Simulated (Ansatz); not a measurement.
**CH7B2NOS: a ladder of functionals and wavefunction methods**

An exercise on one series of results from a longer session: the logs are not shown, and one member is left open.

Method: functionals in def2-TZVPP, the program's frozen cores in correlated methods; program: Ansatz 0.2.0, Gaussian basis.

The runs, in order: LDA (SPW92), PBE-D4, revPBE-D4, BLYP-D4, r2SCAN-D4, B97M-V, PBE0-D4, B3LYP-D4, r2SCANh-D4, r2SCAN0-D4, HSE06-D4, BHLYP-D4, CAM-B3LYP-D4, LC-ωPBE, ωB97X-V, ωB97M-V, B2PLYP, PBE-QIDH; CCSD(T)/def2-SVP; CCSD(T)/def2-TZVPP; MP2/def2-QZVPP; extrapolation to the limit; RPA on PBE.

### Structure used throughout

All runs share one geometry, relaxed beforehand with PBE0-D4 in a triple-zeta def2 set.

13 atoms, charge 0, spin multiplicity 1.

Atoms are counted from 1 here; the program's logs count them from 0.

Bond lengths: C1–N2 1.444 Å, C1–H7 1.094 Å, C1–H8 1.090 Å, C1–H9 1.094 Å, N2–B3 1.385 Å, N2–H10 1.010 Å, B3–B4 1.705 Å, B3–H11 1.207 Å, B4–O5 1.363 Å, B4–S6 1.817 Å, O5–H12 0.961 Å, S6–H13 1.345 Å. Angles: N2–C1–H7 111.3°, N2–C1–H8 109.0°, N2–C1–H9 111.4°, H7–C1–H8 108.5°, H7–C1–H9 108.0°, H8–C1–H9 108.5°, C1–N2–B3 127.5°, C1–N2–H10 113.6°, B3–N2–H10 118.9°, N2–B3–B4 120.6°, N2–B3–H11 116.7°, B4–B3–H11 122.7°, B3–B4–O5 124.2°, B3–B4–S6 118.5°, O5–B4–S6 117.3°, B4–O5–H12 112.0°, B4–S6–H13 97.8°.

Set-up of the first run:

in.yaml reads:

```yaml
crystal:
  periodic: [false, false, false]
  atoms:
    - {symbol: C, position_ang: [0.536719, -2.300426, 0.214710]}
    - {symbol: N, position_ang: [0.151910, -0.975470, -0.212479]}
    - {symbol: B, position_ang: [0.041204, 0.163211, 0.567444]}
    - {symbol: B, position_ang: [-0.412528, 1.650825, -0.130379]}
    - {symbol: O, position_ang: [-0.018882, 2.868318, 0.339705]}
    - {symbol: S, position_ang: [-1.480058, 1.630558, -1.600934]}
    - {symbol: H, position_ang: [-0.255420, -3.028465, 0.014882]}
    - {symbol: H, position_ang: [0.729985, -2.285941, 1.286858]}
    - {symbol: H, position_ang: [1.443264, -2.638248, -0.296806]}
    - {symbol: H, position_ang: [-0.049912, -0.911598, -1.200513]}
    - {symbol: H, position_ang: [0.304165, 0.045685, 1.739170]}
    - {symbol: H, position_ang: [0.526441, 2.791451, 1.126725]}
    - {symbol: H, position_ang: [-1.496488, 2.955400, -1.833683]}
basis:
  gaussian: {orbitals: def2-TZVPP}
hamiltonian: {xc: lda}
output: {orbitals: {seedname: orbitals}}
```

Among the steps run: LDA; PBE-D4 (GGA); revPBE-D4 (GGA); BLYP-D4 (GGA); r2SCAN-D4 (meta-GGA); B97M-V (meta-GGA); PBE0-D4 (hybrid); B3LYP-D4 (hybrid); r2SCANh-D4 (hybrid); r2SCAN0-D4 (hybrid); HSE06-D4 (hybrid); BHLYP-D4 (hybrid); CAM-B3LYP-D4 (range-separated); LC-ωPBE (range-separated); ωB97X-V (range-separated); ωB97M-V (range-separated); B2PLYP (double hybrid); PBE-QIDH (double hybrid).

One table of the session follows, with a row left open; its other results are not shown here.

It belongs to the step «Orbital energies across the functionals». 

```
  functional  HOMO (eV)  gap (eV)
 LDA (SPW92)      -6.33      4.24
      PBE-D4      -6.19      4.33
   revPBE-D4      -6.13      4.37
     BLYP-D4      -6.01      4.32
   r2SCAN-D4      -6.47      4.80
      B97M-V          ?         ?
     PBE0-D4      -7.41      6.42
    B3LYP-D4      -7.15      5.99
  r2SCANh-D4      -6.92      5.57
  r2SCAN0-D4      -7.60      6.72
    HSE06-D4      -7.01      5.64
    BHLYP-D4      -8.48      8.48
CAM-B3LYP-D4      -8.72      8.84
     LC-ωPBE     -10.13     11.36
     ωB97X-V      -9.76     10.91
     ωB97M-V      -9.60     10.57
```

**Question.** Estimate the row for B97M-V.

The run gave: HOMO (eV): -6.55; gap (eV): 4.88. In the column «HOMO (eV)» it lies between r2SCANh-D4 (-6.92) and r2SCAN-D4 (-6.47).
